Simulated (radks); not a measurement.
**Dipole-allowed lines with 12 electrons: Co¹⁵⁺, Ni¹⁶⁺, Cu¹⁷⁺, Zn¹⁸⁺, Ga¹⁹⁺, Ge²⁰⁺**

Aim: excitation energies and oscillator strengths as poles of the dipole polarisability below minus the highest eigenvalue. Time-dependent linear response with the Hartree and adiabatic exchange-only LDA kernel follows each ground state; no spin-orbit coupling. Its values go to the run's result record, not to the log.

Program: radks (a radial shooting solver on a logarithmic mesh, Libxc functionals) version 1. Level of theory: scalar-relativistic Kohn-Sham, exchange-only LDA, spin-unpolarised, spherical densities, finite nucleus. These are calculated values, not measurements, unless marked.

## Step 1: The system

| Property | Result |
| --- | --- |
| species | Co¹⁵⁺ ([Ne] 3s2), Ni¹⁶⁺ ([Ne] 3s2), Cu¹⁷⁺ ([Ne] 3s2), Zn¹⁸⁺ ([Ne] 3s2), Ga¹⁹⁺ ([Ne] 3s2), Ge²⁰⁺ ([Ne] 3s2) |

## Step 2: Co¹⁵⁺, [Ne] 3s2

Settings of this run:

```text
Z 27
configuration [Ne] 3s2 3p0 4s0 3d0 4f0
relativity scalar-relativistic
functional lda,
spin unpolarised
nucleus finite rms 3.7875 fm
c 137.035999084
response adiabatic LDA kernel, real frequencies
```

Launch:

```bash
> python run_ks.py task.json out
```

All runs below come from this command, one after another.

## Step 3: Ni¹⁶⁺, [Ne] 3s2

Settings of this run:

```text
Z 28
configuration [Ne] 3s2 3p0 4s0 3d0 4f0
relativity scalar-relativistic
functional lda,
spin unpolarised
nucleus finite rms 3.7757 fm
c 137.035999084
response adiabatic LDA kernel, real frequencies
```

## Step 4: Cu¹⁷⁺, [Ne] 3s2

Settings of this run:

```text
Z 29
configuration [Ne] 3s2 3p0 4s0 3d0 4f0
relativity scalar-relativistic
functional lda,
spin unpolarised
nucleus finite rms 3.8823 fm
c 137.035999084
response adiabatic LDA kernel, real frequencies
```

## Step 5: Zn¹⁸⁺, [Ne] 3s2

Settings of this run:

```text
Z 30
configuration [Ne] 3s2 3p0 4s0 3d0 4f0
relativity scalar-relativistic
functional lda,
spin unpolarised
nucleus finite rms 3.9283 fm
c 137.035999084
response adiabatic LDA kernel, real frequencies
```

## Step 6: Ga¹⁹⁺, [Ne] 3s2

Settings of this run:

```text
Z 31
configuration [Ne] 3s2 3p0 4s0 3d0 4f0
relativity scalar-relativistic
functional lda,
spin unpolarised
nucleus finite rms 3.9973 fm
c 137.035999084
response adiabatic LDA kernel, real frequencies
```

## Step 7: Ge²⁰⁺, [Ne] 3s2

Settings of this run:

```text
Z 32
configuration [Ne] 3s2 3p0 4s0 3d0 4f0
relativity scalar-relativistic
functional lda,
spin unpolarised
nucleus finite rms 4.0742 fm
c 137.035999084
response adiabatic LDA kernel, real frequencies
```

**Question.** What will these runs give? Wanted: for each run, species; −ε(HOMO); lowest orbital gap; first line; f; strongest line; its f; static α.

The runs gave:

| species | −ε(HOMO) (eV) | lowest orbital gap (eV) | first line (eV) | f | strongest line (eV) | its f | static α (bohr³) | measured (eV) |
| --- | --- | --- | --- | --- | --- | --- | --- | --- |
| Co¹⁵⁺ | 494.17 | 3s-3p 37.583 | 46.946 | 0.736 | 46.946 | 0.736 | 0.2590 | - |
| Ni¹⁶⁺ | 552.03 | 3s-3p 40.153 | 50.019 | 0.711 | 50.019 | 0.711 | 0.2203 | - |
| Cu¹⁷⁺ | 613.05 | 3s-3p 42.793 | 53.170 | 0.689 | 53.170 | 0.689 | 0.1888 | - |
| Zn¹⁸⁺ | 677.24 | 3s-3p 45.513 | 56.398 | 0.669 | 56.398 | 0.669 | 0.1628 | - |
| Ga¹⁹⁺ | 744.62 | 3s-3p 48.317 | 59.714 | 0.651 | 59.714 | 0.651 | 0.1412 | - |
| Ge²⁰⁺ | 815.20 | 3s-3p 51.215 | 63.127 | 0.635 | 63.127 | 0.635 | 0.1231 | - |

**Reading.** In Co¹⁵⁺ the response moves the first line 9.363 eV above the bare orbital gap, and the lines found carry 98 % of the static polarisability. Very weak lines can be missed, and lines above minus the highest eigenvalue dissolve into this model's continuum.
